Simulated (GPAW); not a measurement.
# GeCN2 (R-3m) in GPAW: single point with PBE

Aim: the single point of GeCN2 with PBE.

Program: GPAW 26.7.0. These are calculated values, not measurements. Logs are shortened: lines on timing, memory, paths and dates and some standing lists are left out, and cuts for length are marked. The log counts tension as positive stress, the text compression.

## (1) The crystal as given

The structure is trigonal, space group R-3m (No. 166). The conventional cell has a = 3.588 Å, b = 3.588 Å, c = 14.766 Å, α = 90.00°, β = 90.00°, γ = 120.00°. Ge (site symmetry -3m) is surrounded by 6 N at 2.40 Å. N (site symmetry 3m) is surrounded by 1 C at 1.24 Å. C (site symmetry -3m) has 2 N at 1.24 Å as nearest neighbours.

The cell comes from a database or a generator and needn't be the stable form of this composition.

## (2) Single point, PBE

run.py reads:

```python
from ase import Atoms
from ase.dft.bandgap import bandgap
from ase.io import write
from ase.units import GPa
from gpaw import GPAW, PW

atoms = Atoms(['Ge', 'N', 'N', 'C'],
              cell=[[1.7937903697, 1.0356453528, 4.9219572124],
                    [-1.7937903697, 1.0356453528, 4.9219572124],
                    [0.0, -2.0712907056, 4.9219572124]],
              scaled_positions=[[0.0, 0.0, 0.0],
                                [0.5839044, 0.5839044, 0.5839044],
                                [0.4160956, 0.4160956, 0.4160956],
                                [0.5, 0.5, 0.5]],
              pbc=True)

calc = GPAW(mode=PW(600),
            xc='PBE',
            kpts={'size': (7, 7, 7), 'gamma': True},
            occupations={'name': 'fermi-dirac', 'width': 0.05},
            nbands=20,
            maxiter=120,
            txt='gpaw.txt')
atoms.calc = calc
energy = atoms.get_potential_energy()
forces = atoms.get_forces()
stress = atoms.get_stress()
calc.write('gs.gpw')
write('result.traj', atoms)
print(f'Energy: {energy:.6f} eV')
print('Forces (eV/A):')
print(forces.round(4))
print('Stress (GPa):', (stress / GPa).round(3))
print('Fermi level:', round(calc.get_fermi_level(), 4), 'eV')
print(f'Gap: {bandgap(calc)[0]:.4f} eV, direct: {bandgap(calc, direct=True)[0]:.4f} eV')
```

Potentials or basis: GPAW PAW data sets (gpaw-data 1.2.1), pw.

Started as:

```bash
> OMP_NUM_THREADS=1 python run.py
```

gpaw.txt:

```text
__  _  _
 | _ |_)|_||  |
 |__||  | ||/\| - 26.7.0

Input parameters:
  mode=PW(ecut=600.0),
  kpts=MonkhorstPack(size=(7, 7, 7), gamma=True),
  maxiter=120,
  nbands=20,
  occupations=Occupations(name='fermi-dirac', width=0.05),
  xc=XC(name='PBE')

Diagonalizing LCAO Hamiltonian
Converting LCAO to pw mode

       N
       C

       N

       Ge

Atoms  # Å, Bohr magnetons
|   | symbol |         x |         y |        z |    initial magnetic moments |
|---|--------|-----------|-----------|----------|-----------------------------|
| 0 |     Ge |  0.000000 |  0.000000 | 0.000000 | ( 0.0000,  0.0000,  0.0000) |
| 1 |      N | -0.000000 | -0.000000 | 8.621857 | ( 0.0000,  0.0000,  0.0000) |
| 2 |      N | -0.000000 |  0.000000 | 6.144014 | ( 0.0000,  0.0000,  0.0000) |
| 3 |      C |  0.000000 |  0.000000 | 7.382936 | ( 0.0000,  0.0000,  0.0000) |

Unit cell  # Å
| periodic |         x |         y |        z |  lengths |    angles |
|----------|-----------|-----------|----------|----------|-----------|
|      yes |  1.793790 |  1.035645 | 4.921957 | 5.340029 | 39.256253 |
|      yes | -1.793790 |  1.035645 | 4.921957 | 5.340029 | 39.256253 |
|      yes |  0.000000 | -2.071291 | 4.921957 | 5.340029 | 39.256253 |

Number of symmetries: 12
Symmetry operations  # r_c * U_cc + t_c -> r_c
|    | kind |            matrix            |
|----|------|------------------------------|
|  0 |  E   |  1, 0, 0,  0, 1, 0,  0, 0, 1 |
|  1 |  σ   |  1, 0, 0,  0, 0, 1,  0, 1, 0 |
|  2 |  σ   |  0, 1, 0,  1, 0, 0,  0, 0, 1 |
|  3 |  C3  |  0, 1, 0,  0, 0, 1,  1, 0, 0 |
|  4 |  C3  |  0, 0, 1,  1, 0, 0,  0, 1, 0 |
|  5 |  σ   |  0, 0, 1,  0, 1, 0,  1, 0, 0 |
|  6 |  C2  |  0, 0,-1,  0,-1, 0, -1, 0, 0 |
|  7 |  S6  |  0, 0,-1, -1, 0, 0,  0,-1, 0 |
|  8 |  S6  |  0,-1, 0,  0, 0,-1, -1, 0, 0 |
|  9 |  C2  |  0,-1, 0, -1, 0, 0,  0, 0,-1 |
| 10 |  C2  | -1, 0, 0,  0, 0,-1,  0,-1, 0 |
| 11 |  i   | -1, 0, 0,  0,-1, 0,  0, 0,-1 |

BZ-sampling:
  Number of BZ points: 343
  Number of IBZ points: 44

  Monkhorst-Pack size: [7, 7, 7]
  Monkhorst-Pack shift: [0, 0, 0]

K-points  # in reciprocal-cell coordinates
|     |                                coordinates |     weight |
|-----|--------------------------------------------|------------|
|   0 | (  0.00000000,   0.00000000,   0.00000000) | 0.00291545 |
|   1 | (  0.14285714,   0.00000000,  -0.14285714) | 0.01749271 |
|   2 | (  0.14285714,   0.00000000,   0.00000000) | 0.01749271 |
|   3 | (  0.14285714,   0.14285714,  -0.14285714) | 0.01749271 |
|   4 | (  0.14285714,   0.14285714,   0.00000000) | 0.01749271 |
|   5 | (  0.14285714,   0.14285714,   0.14285714) | 0.00583090 |
|   6 | (  0.28571429,  -0.14285714,  -0.14285714) | 0.01749271 |
|   7 | (  0.28571429,   0.00000000,  -0.28571429) | 0.01749271 |
|   8 | (  0.28571429,   0.00000000,  -0.14285714) | 0.03498542 |
|   9 | (  0.28571429,   0.00000000,   0.00000000) | 0.01749271 |
| ... |                                            |            |
|  43 | (  0.42857143,   0.42857143,   0.42857143) | 0.00583090 |

Plane wave coefficients: 1844
Cutoff: 600.0 eV

Spin-components: 1 (collinear spins)
Bands:           20
Projectors:      20
Spin-degeneracy: 2
Datatype:        complex128

Parallelization:
  kpt:    1
  domain: 1
  band:   1

Density:
  Valence electrons: 18.0
  Components: 1
  Grid points: [32 32 32]
  Charge: 0.0  # |e|

Potential:
  Grid points: [32 32 32]

species:
  Ge:
    name:    Germanium
    Z:       32.0
    valence: 4
    core:    28
    charge:  0.0  # [|e|]
    compensation charges:
      type: gauss
      rc: 0.32  # [Å]
      lmax: 2
    cutoffs:
      filter: 1.77  # [Å]
      core: 3.42  # [Å]
    projectors
    | kind |    occ | energy [eV] | rcut [Å] |
    |------|--------|-------------|----------|
    |   4s |  2.000 |     -11.726 |    1.005 |
    |   4p |  2.000 |      -3.896 |    1.005 |
    |    s |        |      15.485 |    1.005 |
    |    p |        |      23.315 |    1.005 |
    |    d |        |       0.000 |    1.005 |

    Using partial waves for Ge as LCAO basis

  N:
    name:    Nitrogen
    Z:       7.0
    valence: 5
    core:    2
    charge:  0.0  # [|e|]
    compensation charges:
      type: gauss
      rc: 0.18  # [Å]
      lmax: 2
    cutoffs:
      filter: 1.11  # [Å]
      core: 0.96  # [Å]
    projectors
    | kind |    occ | energy [eV] | rcut [Å] |
    |------|--------|-------------|----------|
    |   2s |  2.000 |     -18.583 |    0.603 |
    |   2p |  3.000 |      -7.089 |    0.529 |
    |    s |        |       8.629 |    0.603 |
    |    p |        |      20.123 |    0.529 |
    |    d |        |       0.000 |    0.577 |

    Using partial waves for N as LCAO basis

  C:
    name:    Carbon
    Z:       6.0
    valence: 4
    core:    2
    charge:  0.0  # [|e|]
    compensation charges:
      type: gauss
      rc: 0.20  # [Å]
      lmax: 2
    cutoffs:
      filter: 1.14  # [Å]
      core: 1.14  # [Å]
    projectors
    | kind |    occ | energy [eV] | rcut [Å] |
    |------|--------|-------------|----------|
    |   2s |  2.000 |     -13.751 |    0.635 |
    |   2p |  2.000 |      -5.284 |    0.635 |
    |    s |        |      13.461 |    0.635 |
    |    p |        |      21.927 |    0.635 |
    |    d |        |       0.000 |    0.635 |

    Using partial waves for C as LCAO basis

Reference energy: -61088.708976  # eV

eigensolver:
  PPCG
  Converge bands: occupied
  niter=2

density mixing:
  MSR1-Mixer
  Pratt-step length: 0.05
  Maximum mixing coefficient: 0.75
  Old densities: 10
  SVD Regularization: 0.005
  Good broyden scale: 1.0
  Trust region scale: 1.0
  Backstep threshold: 4.0
  History deletion threshold: 6.0
  Fourier metric: weight=20.0, sigma=0.015

occupation numbers:
  Fermi-Dirac:
    width: 0.0500  # eV

poisson solver:
  ecut: 4800.0  # eV

xc functional:
  name: PBE with 2 nearest neighbor stencil

convergence criteria:
- Maximum [total energy] change in last 3 cyles: 0.0005 eV / valence electron
- Maximum integral of absolute [dens]ity change: 0.0001 electrons / valence electron
- Maximum integral of absolute [eigenst]ate change: 4e-08 eV^2 / valence electron
maximum number of iterations: 120

SCF iterations
|iter     | |      energy | eigst |  dens |
|---------|-|-------------|-------|-------|
|iter:   1| |  -31.978036 | +0.37 |       |
|iter:   2| |  -31.260041 | -1.65 | -0.70 |
|iter:   3| |  -29.008977 | -0.89 | -0.76 |
|iter:   4| |  -28.986812 | -2.63 | -1.42 |
|iter:   5| |  -28.987146 | -2.79 | -1.79 |
|iter:   6| |  -28.983594c| -3.44 | -2.06 |
|iter:   7| |  -28.983707c| -4.87 | -2.69 |
|iter:   8| |  -28.983714c| -6.17 | -3.41 |
|iter:   9| |  -28.983715c| -7.31 | -3.94 |
|iter:  10| |  -28.983715c| -7.73c| -4.80c|

Converged in 10 steps
Energy contributions relative to reference atoms: (reference = -61088.708976)

Energy contributions:
  Kinetic:          25.975728
  Coulomb:         -27.822322
  Zero:             -0.006004
  External:          0.000000
  Xc:              -27.131117
  Entropy:          -0.000000
  Spinorbit:         0.000000
  ----------------------------
  Free energy:     -28.983715
  Extrapolated:    -28.983715

dipole moment: (0.000000, -0.000000, -48.649301)  # |e|*Ang

Fermi level: 5.276
Eigenvalues  # (at kpt = [0.000, 0.000, 0.000])
| band index |      eig [eV] | occ [0-2] |
|------------|---------------|-----------|
|          0 |       -14.541 |     2.000 |
|          1 |       -12.396 |     2.000 |
|          2 |        -5.976 |     2.000 |
|          3 |        -0.734 |     2.000 |
|          4 |        -0.473 |     2.000 |
|          5 |        -0.473 |     2.000 |
[... 9 lines left out ...]
|         15 |        14.636 |     0.000 |
|         16 |        15.430 |     0.000 |
|        ... |               |           |
|         19 |        18.914 |     0.000 |

Gap: 1.177 eV
Transition (v -> c):
  (s=0, k=38, n=8, [0.43, 0.43, -0.29]) -> (s=0, k=43, n=9, [0.43, 0.43, 0.43])
Direct/indirect transitions are different
Direct gap: 1.987 eV
Transition at: (s=0, k=37, n=8, [0.43, 0.43, -0.43])

Forces  # eV/Ang
|       x |        y |        z |
|---------|----------|----------|
| 0.00000 |  0.00000 |  0.00000 |  # Ge   0
| 0.00000 | -0.00000 |  0.09012 |  # N    1
| 0.00000 |  0.00000 | -0.09012 |  # N    2
| 0.00000 |  0.00000 |  0.00000 |  # C    3

Stress tensor  # eV/Ang^3
|         x |         y |        z |
|-----------|-----------|----------|
|  0.034804 | -0.000000 | 0.000000 |
| -0.000000 |  0.034804 | 0.000000 |
|  0.000000 |  0.000000 | 0.031279 |

# Writing to gs.gpw (mode='')
```

It took 39 s on 1 thread of Arm Neoverse V2, shared host; peak memory 0.21 GiB.

What came out:

- Free energy: -28.9837 eV
- Pressure: -5.4 GPa
- Largest force: 0.090 eV/Å
- Band gap on the k mesh: 1.18 eV, indirect (least direct gap 1.99 eV)

Forces in eV/Å, atoms in the order of the input:
```
Ge   0.000  0.000  0.000
N    0.000  0.000  0.090
N    0.000  0.000 -0.090
C    0.000  0.000  0.000
```

Caveat: the cutoff is short for stress and forces, so pressures can be off by a GPa or more; an odd mesh through Γ misses points on the zone boundary, where band edges often lie; the program warned that so skewed a cell can give wrong results.
